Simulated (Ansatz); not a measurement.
# Cu: element swaps in one structure

What happens to the structure of Cu under Cu → Fe? Each swap replaces an element on all its sites; cell and atoms are relaxed again.

Method: DFT r2SCAN, scalar-relativistic, plane waves, PAW, in Ansatz 0.2.0.

1 further run of the same task is left out (set aside as unsound or not needed).

### Step 1. Starting point

It takes space group P6_3/mmc (No. 194, hexagonal). Conventional cell: a = 2.529 Å, b = 2.529 Å, c = 8.264 Å, α = 90.00°, β = 90.00°, γ = 120.00°. Around Cu (site symmetry -3m) lie 12 Cu at 2.53 Å. Cu (site symmetry -6m2) is surrounded by 12 Cu at 2.53 Å.

Structure file:

```cif
data_structure
_symmetry_space_group_name_H-M 'P6_3/mmc'
_symmetry_Int_Tables_number 194
_cell_length_a 2.5293
_cell_length_b 2.5293
_cell_length_c 8.2639
_cell_angle_alpha 90.000
_cell_angle_beta 90.000
_cell_angle_gamma 120.000
_cell_volume 45.79
loop_
_atom_site_label
_atom_site_type_symbol
_atom_site_symmetry_multiplicity
_atom_site_Wyckoff_symbol
_atom_site_fract_x
_atom_site_fract_y
_atom_site_fract_z
_atom_site_occupancy
Cu1 Cu 2 a 0.00000 0.00000 0.00000 1
Cu2 Cu 2 c 0.33333 0.66667 0.25000 1
```

It goes back to an entry of the Materials Project, which need not be the stable form.

This cell was relaxed beforehand with the same method: volume 11.45 Å³/atom, gap on the mesh none (metal).

### Step 2. Swap Cu → Fe

Fe starts from the relaxed positions of Cu, with all lengths scaled by 1.000, a guess from tabulated radii. Atoms that may carry a moment start with parallel spins.

### Step 3. A first look at the start (Fe)

File input.yaml:

```yaml
crystal:
  lattice:
    - [2.5293395093, 0.0, 0.0]
    - [-1.2646697547, 2.1904722699, 0.0]
    - [0.0, 0.0, 8.2639398521]
  atoms:
    - { symbol: Fe, position: [0.0, 0.0, 0.0], spin: 4.0 }
    - { symbol: Fe, position: [0.3333333333, 0.6666666667, 0.25], spin: 4.0 }
    - { symbol: Fe, position: [0.0, 0.0, 0.5], spin: 4.0 }
    - { symbol: Fe, position: [0.6666666667, 0.3333333333, 0.75], spin: 4.0 }
basis:
  ecutwfc: 500
kpoints:
  mp_grid: { grid: [12, 12, 2] }
hamiltonian:
  xc: r2scan
scf:
  occupations: { method: gaussian, width: 0.1 }
  lower_state_search: "off"
output:
  forces: true
  stress: true
  eigenvalues: true
  populations: true
magnetization:
  spin_polarized: true
```

The run is started by

```
ansatz run input.yaml --threads 1 --pin off --max-ram 2560MiB --backend cpu --events-out ev --progress --plain --runs-dir out
```

The session goes on with these runs: coarse relaxation (Fe); relaxing cell and atoms (Fe).

Q: Predict the outcome of this session. Wanted: Cu → Fe.

**Answer**, as computed:

| quantity | value |
| --- | --- |
| Cu → Fe (Fe) | 12.18 Å³/atom, gap none (metal) |

The volume per atom moves by +6.4 % with Cu → Fe. Some of these crystals carry a moment and others none. Both are metals at this level. Other magnetic orders or occupations could lie lower; they were not searched in full.
